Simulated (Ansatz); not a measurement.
**CH₄ClFSi₂: basis-set convergence**

An exercise on one series of results from a longer session: the logs are not shown, and one member is left open.

The runs use Ansatz 0.2.0, Gaussian basis; one geometry, several basis sets.

Levels to be run: PBE0-D4/def2-SVP; ωB97M-V/def2-SVP; PBE0-D4/def2-QZVPP; ωB97M-V/def2-QZVPP; the functionals' def2-TZVPP values are taken from earlier runs.

### Structure used throughout

An earlier PBE0-D4 in a triple-zeta def2 set relaxation fixed the geometry.

SMILES `F[Si]1(Cl)C[SiH2]1`, 9 atoms, charge 0, spin multiplicity 1.

Atoms are counted from 1 here; the program's logs count them from 0.

Bond lengths: F1–Si2 1.590 Å, Si2–Cl3 2.036 Å, Si2–C4 1.849 Å, Si2–Si5 2.231 Å, C4–Si5 1.941 Å, C4–H6 1.089 Å, C4–H7 1.091 Å, Si5–H8 1.482 Å, Si5–H9 1.482 Å. Angles: F1–Si2–Cl3 108.4°, F1–Si2–C4 116.9°, F1–Si2–Si5 124.5°, Cl3–Si2–C4 117.1°, Cl3–Si2–Si5 123.5°, C4–Si2–Si5 55.9°, Si2–C4–Si5 72.1°, Si2–C4–H6 119.7°, Si2–C4–H7 117.1°, Si5–C4–H6 117.7°, Si5–C4–H7 114.2°, H6–C4–H7 111.2°, Si2–Si5–C4 52.0°, Si2–Si5–H8 123.3°, Si2–Si5–H9 121.8°, C4–Si5–H8 115.2°, C4–Si5–H9 116.1°, H8–Si5–H9 112.8°.

Coordinates:

```csv
atom,x (Å),y (Å),z (Å)
F1,-2.4340,0.2391,0.3669
Si2,-0.9038,0.0113,0.7360
Cl3,-0.6975,0.1747,2.7546
C4,0.3484,0.8787,-0.3115
Si5,0.5708,-1.0321,-0.5730
H6,1.1639,1.4221,0.1625
H7,-0.0209,1.4094,-1.1899
H8,0.2452,-1.5254,-1.9321
H9,1.8162,-1.6242,-0.0306
```

Set-up of the first run:

Contents of in.yaml:

```yaml
crystal:
  periodic: [false, false, false]
  atoms:
    - {symbol: F, position_ang: [-2.433986, 0.239089, 0.366887]}
    - {symbol: Si, position_ang: [-0.903831, 0.011344, 0.736037]}
    - {symbol: Cl, position_ang: [-0.697464, 0.174680, 2.754566]}
    - {symbol: C, position_ang: [0.348425, 0.878696, -0.311548]}
    - {symbol: Si, position_ang: [0.570810, -1.032091, -0.573005]}
    - {symbol: H, position_ang: [1.163918, 1.422133, 0.162489]}
    - {symbol: H, position_ang: [-0.020883, 1.409397, -1.189916]}
    - {symbol: H, position_ang: [0.245166, -1.525383, -1.932091]}
    - {symbol: H, position_ang: [1.816246, -1.624165, -0.030619]}
basis:
  gaussian: {orbitals: def2-SVP}
hamiltonian: {xc: pbe0, dispersion: d4}
output: {orbitals: {seedname: orbitals}}
```

Among the steps run: PBE0-D4 in def2-SVP; ωB97M-V in def2-SVP; PBE0-D4 in def2-QZVPP; ωB97M-V in def2-QZVPP.

One table of the session follows, with a row left open; its other results are not shown here.

It belongs to the step «Functionals by basis». 

```
functional       basis  HOMO (eV)
   PBE0-D4    def2-SVP      -7.05
   PBE0-D4  def2-TZVPP      -7.06
   PBE0-D4  def2-QZVPP      -7.08
   ωB97M-V    def2-SVP      -9.03
   ωB97M-V  def2-TZVPP      -9.07
   ωB97M-V  def2-QZVPP          ?
```

**Question.** Estimate the row for ωB97M-V, def2-QZVPP.

As computed: HOMO (eV): -9.10. In the column «HOMO (eV)» it is the lowest.
